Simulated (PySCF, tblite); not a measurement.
# C₆H₉O₂ radical: geometry, infrared bands and EPR parameters

Aim: predict the infrared bands and EPR parameters of C₆H₉O₂ radical (`C[C@H]1[CH]CC(=O)OC1`).

Computed with tblite 0.8.0 and PySCF 2.14.0, with density-fitted response routines of our own, on a single molecule in the gas phase. Atoms count from 0, in the outputs and in this text.

## Step 1: The starting structure

17 atoms, charge 0, multiplicity 2; geometry from: force field or distance geometry start.

Bonds of the start (Å): C0–C1 1.51, C1–C2 1.49, C2–C3 1.49, C3–C4 1.54, C4–O5 1.22, C4–O6 1.35, O6–C7 1.43, C7–C1 1.54, C0–H8 1.10, C0–H9 1.09, C0–H10 1.10, C1–H11 1.10, C2–H12 1.08, C3–H13 1.10, C3–H14 1.10, C7–H15 1.11, C7–H16 1.10.

## Step 2: Geometry optimisation with GFN2-xTB

The job: settings as JSON, then the geometry in Å.

```
{"job": {"kind": "relax", "xc": "GFN2-xTB", "basis": "xTB"}, "charge": 0, "multiplicity": 2}
C     -2.062300    -0.158700    -0.573300
C     -0.638500    -0.518100    -0.231800
C      0.353300     0.228000    -1.064900
C      1.608800     0.717900    -0.438800
C      2.024000    -0.104100     0.796500
O      3.198500    -0.283100     1.078400
O      1.024400    -0.579500     1.570400
C     -0.328300    -0.230600     1.253700
H     -2.771300    -0.728500     0.043400
H     -2.292700    -0.380000    -1.618500
H     -2.268100     0.908400    -0.410400
H     -0.480800    -1.594200    -0.414600
H      0.187300     0.352700    -2.124900
H      2.419800     0.638100    -1.171300
H      1.503400     1.766200    -0.127400
H     -0.985100    -0.841300     1.903200
H     -0.499400     0.819000     1.520300
```

Started as:

```sh
$ OMP_NUM_THREADS=1 python probes_run.py task.json out
```

This one command runs all jobs of the session in turn.

The program printed:

```text
step      E/eV     max force
  0    -694.06304    1.882
  1    -694.10219    2.018
  2    -694.12898    0.384
  3    -694.14016    0.372
  4    -694.15075    0.203
  5    -694.15312    0.139
  6    -694.15681    0.156
  7    -694.15808    0.110
  8    -694.15898    0.064
  9    -694.15957    0.064
 10    -694.16036    0.080
 11    -694.16124    0.079
 12    -694.16222    0.071
 13    -694.16310    0.071
 14    -694.16389    0.090
 15    -694.16473    0.098
 16    -694.16577    0.084
 17    -694.16698    0.088
 18    -694.16836    0.096
 19    -694.16992    0.105
 20    -694.17175    0.121
 21    -694.17397    0.122
 22    -694.17637    0.112
 23    -694.17852    0.130
 24    -694.18039    0.128
 25    -694.18204    0.090
 26    -694.18353    0.085
 27    -694.18516    0.125
 28    -694.18703    0.148
 29    -694.18885    0.113
 30    -694.19030    0.092
 31    -694.19137    0.111
 32    -694.19224    0.118
 33    -694.19361    0.088
 34    -694.19600    0.098
 35    -694.19723    0.077
 36    -694.19808    0.070
 37    -694.19873    0.063
 38    -694.19931    0.045
 39    -694.19967    0.042
 40    -694.19998    0.049
 41    -694.20037    0.054
 42    -694.20083    0.049
 43    -694.20126    0.046
 44    -694.20169    0.055
 45    -694.20221    0.054
 46    -694.20288    0.065
 47    -694.20369    0.080
 48    -694.20450    0.068
 49    -694.20525    0.091
 50    -694.20596    0.061
 51    -694.20668    0.070
 52    -694.20724    0.060
 53    -694.20781    0.064
 54    -694.20847    0.069
 55    -694.20908    0.051
 56    -694.20964    0.052
 57    -694.21026    0.068
 58    -694.21108    0.083
 59    -694.21204    0.079
 60    -694.21284    0.056
 61    -694.21330    0.052
 62    -694.21361    0.053
 63    -694.21385    0.054
 64    -694.21415    0.042
 65    -694.21446    0.034
 66    -694.21485    0.036
 67    -694.21502    0.034
 68    -694.21519    0.028
 69    -694.21530    0.029
 70    -694.21544    0.030
 71    -694.21558    0.039
 72    -694.21570    0.021
 73    -694.21577    0.017
 74    -694.21581    0.015
 75    -694.21585    0.017
 76    -694.21587    0.011
 77    -694.21589    0.008
```

Run time: 0.44 s. Hardware: 1 thread of Arm Neoverse V1, shared host.

Along the way: (not every step is listed)

```csv
step,energy from step 0 (eV),largest force (eV/Å)
0,0.0000,1.8823
1,-0.0391,2.0180
2,-0.0659,0.3843
3,-0.0771,0.3724
4,-0.0877,0.2028
5,-0.0901,0.1394
6,-0.0938,0.1563
7,-0.0950,0.1096
8,-0.0959,0.0640
14,-0.1009,0.0897
20,-0.1087,0.1210
26,-0.1205,0.0852
32,-0.1292,0.1177
38,-0.1363,0.0446
44,-0.1386,0.0546
50,-0.1429,0.0607
56,-0.1466,0.0520
62,-0.1506,0.0535
68,-0.1522,0.0283
72,-0.1527,0.0205
73,-0.1527,0.0166
74,-0.1528,0.0147
75,-0.1528,0.0168
76,-0.1528,0.0110
77,-0.1528,0.0078
```

Distances of close pairs at the start and the end, largest changes first:

```csv
bond,before (Å),after (Å),change (Å)
C0–C1,1.508,1.538,+0.031
C4–O5,1.221,1.198,-0.023
C7–H15,1.107,1.091,-0.016
C4–O6,1.351,1.336,-0.015
O6–C7,1.432,1.418,-0.014
C0–H8,1.099,1.087,-0.012
C0–H10,1.099,1.087,-0.012
C2–C3,1.486,1.475,-0.011
```

The final coordinates are the input of the step that follows.

## Step 3: Infrared spectrum with GFN2-xTB

The job: settings as JSON, then the geometry in Å.

```
{"job": {"kind": "ir", "xc": "GFN2-xTB", "basis": "xTB"}, "charge": 0, "multiplicity": 2}
C     -2.032004    -0.012521    -0.558906
C     -0.634882    -0.571068    -0.239345
C      0.427399     0.024212    -1.089209
C      1.464114     0.825702    -0.412925
C      2.007370    -0.058124     0.716053
O      3.170406    -0.303684     0.866595
O      1.074035    -0.591658     1.509297
C     -0.284397    -0.297006     1.229337
H     -2.778472    -0.469983     0.085540
H     -2.285090    -0.223167    -1.593729
H     -2.050981     1.064323    -0.411199
H     -0.670966    -1.658274    -0.401722
H      0.608956    -0.374338    -2.070437
H      2.280922     1.109963    -1.072385
H      1.051466     1.728465     0.055968
H     -0.861573    -0.932907     1.902976
H     -0.493301     0.752095     1.474182
```

The program printed:

```text
mode    cm-1     km/mol
  1      74.9      1.41
  2     113.5      2.93
  3     210.4      0.08
  4     263.6      1.41
  5     288.1      2.52
  6     381.4      3.16
  7     411.6      1.09
  8     446.8     32.13
  9     489.5     10.18
 10     539.8      9.67
 11     598.2     12.29
 12     707.5     23.29
 13     815.9      4.78
 14     861.4      7.56
 15     917.6      0.60
 16     956.5      3.95
 17     983.9      7.59
 18    1055.1     15.19
 19    1058.5     93.14
 20    1067.6      9.47
 21    1080.9     24.82
 22    1121.7    148.74
 23    1132.7     23.79
 24    1174.6      2.26
 25    1223.2     66.11
 26    1237.0     11.60
 27    1261.0      5.36
 28    1305.3     33.14
 29    1317.6     19.73
 30    1326.9     18.81
 31    1399.4      3.12
 32    1436.0      8.33
 33    1469.6      2.10
 34    1489.8      5.13
 35    1494.7      4.98
 36    1787.5    632.84
 37    2865.9     22.41
 38    2876.1     15.30
 39    2906.6     43.57
 40    2989.0     13.29
 41    3037.7     21.40
 42    3039.2     23.47
 43    3041.7     27.28
 44    3057.5     17.29
 45    3131.0     24.45
```

Run time: 0.49 s. Hardware: 1 thread of Arm Neoverse V1, shared host.

The strongest bands and the atoms that carry them (share of the mass-weighted mode):

```csv
cm⁻¹,km/mol,atoms
447,32.1,"O6 24 %, O5 20 %, C2 14 %, H12 11 %"
1058,93.1,"O6 20 %, C7 19 %, C4 14 %"
1122,148.7,"O6 31 %, C4 27 %, C7 15 %"
1223,66.1,"H16 41 %, H15 24 %, O6 10 %"
1305,33.1,"H11 31 %, C1 18 %, H15 18 %"
1788,632.8,"C4 62 %, O5 37 %"
2907,43.6,H16 91 %
3042,27.3,H10 90 %
```

## Step 4: g tensor and hyperfine couplings: B3LYP/pcH-1

The job, as its differences from that of step 3:

```diff
@@ -1,2 +1,2 @@
-{"job": {"kind": "ir", "xc": "GFN2-xTB", "basis": "xTB"}, "charge": 0, "multiplicity": 2}
+{"job": {"kind": "epr", "basis": "pcH-1"}, "charge": 0, "multiplicity": 2}
 C     -2.032004    -0.012521    -0.558906
```

Level: UKS B3LYP, pcH-1 on C H O, non-relativistic, mean-field spin-orbit, GIAO.

The program printed:

```text
UKS, coarse grid
  cycle   1  E = -384.29089216  |g| = 7.12e-01
  cycle   2  E = -383.68345854  |g| = 1.44e+00
  cycle   3  E = -384.44800534  |g| = 2.82e-01
  cycle   4  E = -384.47884332  |g| = 8.58e-02
  cycle   5  E = -384.48082966  |g| = 3.63e-02
  cycle   6  E = -384.48139281  |g| = 7.61e-03
  cycle   7  E = -384.48142107  |g| = 2.25e-03
  cycle   8  E = -384.48142459  |g| = 1.17e-03
  cycle   9  E = -384.48142558  |g| = 3.10e-04
UKS, final grid
  cycle   1  E = -384.48146932  |g| = 4.97e-04
  cycle   2  E = -384.48146905  |g| = 1.02e-03
  cycle   3  E = -384.48146941  |g| = 1.09e-04
  cycle   4  E = -384.48146942  |g| = 2.07e-05
E = -384.48146942 Eh   <S^2> = 0.7542 (exact 0.7500)
g shifts (ppm)      1          2          3
  rmc          -156       -156       -156
  gc              3         31         33
  oz_so         -48        674        994
  total        -201        550        871
hyperfine (MHz)  atom isotope    a_iso     a_fc   dipolar eigenvalues
    0   13C      72.32      72.32     -4.56     -4.40      8.96
    1   13C     -28.77     -28.77     -2.17      0.20      1.98
    2   13C     106.13     106.13    -78.62    -78.25    156.87
    3   13C     -31.11     -31.11     -3.09      0.34      2.75
    4   13C      68.80      68.80     -5.40     -4.80     10.19
    5   17O      -3.24      -3.24    -11.49      3.87      7.62
    6   17O       0.68       0.68     -3.11      1.20      1.91
    7   13C       3.06       3.06     -1.23     -1.20      2.43
    8    1H      12.38      12.38     -3.03     -1.77      4.80
    9    1H      -2.17      -2.17     -4.81     -2.43      7.24
   10    1H      -3.41      -3.41     -5.14     -2.15      7.29
   11    1H      73.95      73.95     -4.61     -3.95      8.56
   12    1H     -56.70     -56.70    -37.57     -0.34     37.91
   13    1H       2.56       2.56     -4.69     -3.54      8.23
   14    1H     122.33     122.33     -5.08     -4.29      9.37
   15    1H       3.01       3.01     -1.73     -1.40      3.14
   16    1H       1.68       1.68     -2.65     -2.45      5.10
```

Wall time 99 s (1 thread of Arm Neoverse V1, shared host); peak memory 0.97 GiB.

Principal g values 2.00212, 2.00287, 2.00319; g(iso) = 2.00273, against 2.00232 for a free electron.

Mean a(iso) over the nuclei that a row names, and the largest dipolar term of the row (other rows stand at the frozen geometry):

```csv
nuclei,isotope,a(iso) (MHz),"a(iso) (G, at g = 2.0023)",largest dipolar term (MHz)
H14,1H,122.3,43.6,9.4
C2,13C,106.1,37.9,156.9
H11,1H,74.0,26.4,8.6
C0,13C,72.3,25.8,9.0
C4,13C,68.8,24.5,10.2
H12,1H,-56.7,-20.2,37.9
C3,13C,-31.1,-11.1,-3.1
C1,13C,-28.8,-10.3,-2.2
O5,17O,-3.2,-1.2,-11.5
C7,13C,3.1,1.1,2.4
H15,1H,3.0,1.1,3.1
H13,1H,2.6,0.9,8.2
"H8, H9, H10",1H,2.3,0.8,7.3
H16,1H,1.7,0.6,5.1
```

Mulliken spin populations:

C0 0.03; C1 -0.08; C2 1.00; C3 -0.08; C4 0.04; O5 0.02; O6 0.00; C7 0.01; H8 0.01; H9 0.00; H10 0.00; H11 0.03; H12 -0.04; H13 0.00; H14 0.05; H15 0.00; H16 0.00

In first order the couplings over 0.8 MHz of 1H give 256 distinct lines over 95.3 G, if the averaged nuclei exchange fast; the same motion can average rows kept apart here too.

Orbitals, density, ELF and potential are computed afterwards from the orbital file.

ELF in a plane through or near 7 of the atoms.

Values, 10 rows by 14 columns:
```
0.00 0.00 0.00 0.00 0.00 0.00 0.00 0.00 0.00 0.00 0.00 0.00 0.00 0.00
0.00 0.00 0.00 0.00 0.00 0.00 0.00 0.04 0.07 0.00 0.00 0.00 0.00 0.00
0.00 0.00 0.00 0.00 0.11 0.64 0.07 0.78 1.00 0.44 0.00 0.00 0.00 0.00
0.00 0.01 0.37 0.62 0.10 0.56 0.74 0.67 0.91 0.02 0.29 0.22 0.00 0.00
0.00 0.05 0.74 0.52 0.32 0.79 0.41 0.83 0.61 0.22 0.99 0.97 0.02 0.00
0.00 0.03 0.67 0.72 0.45 0.67 0.36 0.80 0.39 0.56 0.69 0.27 0.01 0.00
0.00 0.00 0.00 0.03 0.71 0.48 0.24 0.39 0.13 0.86 1.00 0.60 0.00 0.00
0.00 0.00 0.00 0.29 0.69 0.03 0.75 0.83 0.09 0.21 0.94 0.20 0.00 0.00
0.00 0.00 0.00 0.00 0.00 0.00 0.07 0.11 0.01 0.00 0.00 0.00 0.00 0.00
0.00 0.00 0.00 0.00 0.00 0.00 0.00 0.00 0.00 0.00 0.00 0.00 0.00 0.00
```
The map spans 11.6 Å across and 9.5 Å up, centred on the molecule. Atoms in the plane (x, y in Å): C1 (0.7, 0.0), C2 (-0.3, -1.1), C4 (-2.1, 0.5), O5 (-3.2, 0.6), O6 (-1.2, 1.5), H9 (2.5, -1.2), H15 (0.7, 2.2).

On the surface of density 0.002 e/bohr³ the electrostatic potential runs, from the 1st to the 99th percentile, from -1.96 V near O5 to 1.23 V near H16.

The spin density lies nearest to C2 63 %; H12 9 %.

## Step 5: Summary of results

| quantity | value |
| --- | --- |
| strongest single infrared mode (GFN2-xTB) | 1788 cm⁻¹, 633 km/mol |
| zero-point energy (GFN2-xTB) | 86.4 kcal/mol |
| g(iso) (B3LYP) | 2.00273 |
| ⟨S²⟩ | 0.754 (exact 0.75) |
| largest a(iso) (averaged by class) | 1H on H14, 122.3 MHz |
| potential on the surface of density 0.002 e/bohr³, 1st and 99th percentile | -1.96 V and 1.23 V |

In words: Relaxing lowered the energy by 0.153 eV in 77 steps; the close pair that moved most is C0–C1, from 1.508 to 1.538 Å. No mode is imaginary among the 45: a minimum at this level. The strongest single mode, at 1788 cm⁻¹, moves mainly C4 and O5. GFN2-xTB is a fitted tight-binding method: band positions and strengths are rough. Its intensities can rank the bands wrongly. Most of the unpaired spin sits on C2 (1.00 e). The isotropic g lies 0.4 ppt above the free-electron value.
